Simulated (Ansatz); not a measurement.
# KHfO2: the cost of one run

Program: Ansatz 0.2.0. Level of theory: DFT PBE, scalar-relativistic, plane waves, PAW. These are calculated values, not measurements.

2 further runs of the same task are left out: 1 that didn't finish, 1 set aside as unsound or not needed.

**1. The starting structure**

It takes space group P-6m2 (No. 187, hexagonal). The conventional cell has a = 4.196 Å, b = 4.196 Å, c = 5.577 Å, α = 90.00°, β = 90.00°, γ = 120.00°. Around K (site symmetry -6m2) lie 3 O at 2.42 Å. Around Hf (site symmetry -6m2) lie 3 O at 2.42 Å. O (site symmetry -6m2) has 3 K at 2.42 Å as nearest neighbours. Around O (site symmetry -6m2) lie 3 Hf at 2.42 Å.

As a file:

```cif
data_structure
_symmetry_space_group_name_H-M 'P-6m2'
_symmetry_Int_Tables_number 187
_cell_length_a 4.1959
_cell_length_b 4.1959
_cell_length_c 5.5766
_cell_angle_alpha 90.000
_cell_angle_beta 90.000
_cell_angle_gamma 120.000
_cell_volume 85.03
loop_
_atom_site_label
_atom_site_type_symbol
_atom_site_symmetry_multiplicity
_atom_site_Wyckoff_symbol
_atom_site_fract_x
_atom_site_fract_y
_atom_site_fract_z
_atom_site_occupancy
K1 K 1 b 0.00000 0.00000 0.50000 1
Hf1 Hf 1 a 0.00000 0.00000 0.00000 1
O1 O 1 f 0.66667 0.33333 0.50000 1
O2 O 1 c 0.33333 0.66667 0.00000 1
```

A structure generator made this guess: random cell by space group and Wyckoff sites (P-6m2, No. 187). The dimensions are guesses.

**2. The guess as it stands, on a coarse mesh**

input.yaml

```yaml
crystal:
  lattice:
    - [4.19588538, 0.0, 0.0]
    - [-2.09794269, 3.63374333, 0.0]
    - [0.0, 0.0, 5.57664227]
  atoms:
    - { symbol: K, position: [0.0, 0.0, 0.5] }
    - { symbol: Hf, position: [0.0, 0.0, 0.0] }
    - { symbol: O, position: [0.66666667, 0.33333333, 0.5] }
    - { symbol: O, position: [0.33333333, 0.66666667, 0.0] }
basis:
  ecutwfc: 420
kpoints:
  mp_grid: { grid: [6, 6, 4] }
hamiltonian:
  xc: pbe
scf:
  occupations: { method: gaussian, width: 0.1 }
  lower_state_search: "off"
output:
  forces: true
  stress: true
  eigenvalues: true
```

Command:

```
$ ansatz run input.yaml --threads 1 --pin off --max-ram 2560MiB --backend cpu --events-out ev --progress --plain --runs-dir out
```

**Question.** How long does this run take on 1 thread of Intel Xeon Platinum 8259CL at 2.50GHz (Skylake/Cascade Lake), shared host, and how much memory does it need?

About 5.7 s, with a peak of 0.39 GiB.
